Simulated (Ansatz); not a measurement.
Consider a frozen displacement of one atom of Ti₃Sn, space group Fm-3m (Ansatz 0.2.0, Python API).

`push.py`
```python
"""Energy and force of Ti3Sn as one atom is pushed off its site."""

import ansatz
import numpy as np

xtal = (
    ansatz.Lattice.of((0.0, 3.3052, 3.3052), (3.3052, 0.0, 3.3052), (3.3052, 3.3052, 0.0))
    .atom("Ti", (0.75, 0.75, 0.75))
    .atom("Ti", (0.25, 0.25, 0.25))
    .atom("Ti", (0.0, 0.0, 0.0))
    .atom("Sn", (0.5, 0.5, 0.5))
)

inverse = np.linalg.inv(np.array(xtal.lattice.vectors))
home = np.array(xtal.sites[1].position)
values = np.linspace(-0.2, 0.2, 5)
energies, pulls = [], []
for shift in values:
    moved = xtal.move(1, to=home + shift * inverse[0])
    calc = (
        moved.calculation()
        .pseudopotentials("paw", azcp={"folder": "soft_1"})
        .functional("PBEsol")
        .kpoints(6, 6, 6)
        .occupations("fermi_dirac", width=0.15)
        .forces()
    )
    summary = calc.run(threads=1).report
    energies.append(summary["free_energy_ev"])
    pulls.append(summary["forces_ev_ang"][1][0])

# the force is minus the slope of the free energy
print("shift (A)   dE (eV)   force along x (eV/A)")
for shift, e, f in zip(values, energies, pulls):
    print(f"{shift:8.3f} {e - energies[2]:10.5f} {f:12.4f}")
print(f"stiffness from energies {2 * np.polyfit(values, energies, 2)[0]:.3f}, from forces {-np.polyfit(values, pulls, 1)[0]:.3f} eV/A^2")
```

How stiff is this displacement, and do energies and forces agree?

The curvature of the energy gives 5.473 eV/Å² and the slope of the force 5.403 eV/Å², a positive curvature.

The run itself:

Output of `python push.py`:
```text
DeckWarning: basis.ecutwfc = 420 eV, auto-derived from the records' recommended cutoffs: set by Ti (normal level)
DeckWarning: soft_1/Ti.paw.azcp: the record states the generating functional pbe (its physics header spells it `PBE`), which answers neither for hamiltonian.xc's functional nor for the pbesol family's — results may be inconsistent (PPs are generated against a specific XC)
DeckWarning: soft_1/Sn.paw.azcp: the record states the generating functional pbe (its physics header spells it `PBE`), which answers neither for hamiltonian.xc's functional nor for the pbesol family's — results may be inconsistent (PPs are generated against a specific XC)
shift (A)   dE (eV)   force along x (eV/A)
  -0.200    0.10972       1.0735
  -0.100    0.02788       0.5546
   0.000    0.00000       0.0000
   0.100    0.02788      -0.5546
   0.200    0.10972      -1.0735
stiffness from energies 5.473, from forces 5.403 eV/A^2
```
(Warnings from the package without file and line.)

Notes:
- The run is spin-unpolarised.
- The mesh is modest for a metal, so energies can be off by several to tens of meV an atom and pressures by half a GPa or more; differences at equal mesh fare better.
- In a metal a curvature from energy changes of a few meV or less hangs on mesh and smearing, in size and even in sign.
- The PAW files read here were made with PBE, not with each functional that runs on them.
- This cell is a computed structure, which may not be the phase found in nature.
- All periodic images of the atom move with it, so the curvature is one diagonal element of the zone-centre force constants and no normal mode; a positive value doesn't exclude soft modes in which several atoms move.
- Processor time in the engine: 29 s on 1 thread of Intel(R) Xeon(R) Processor @ 2.30GHz, with other jobs on the host, peak memory 0.57 GiB.
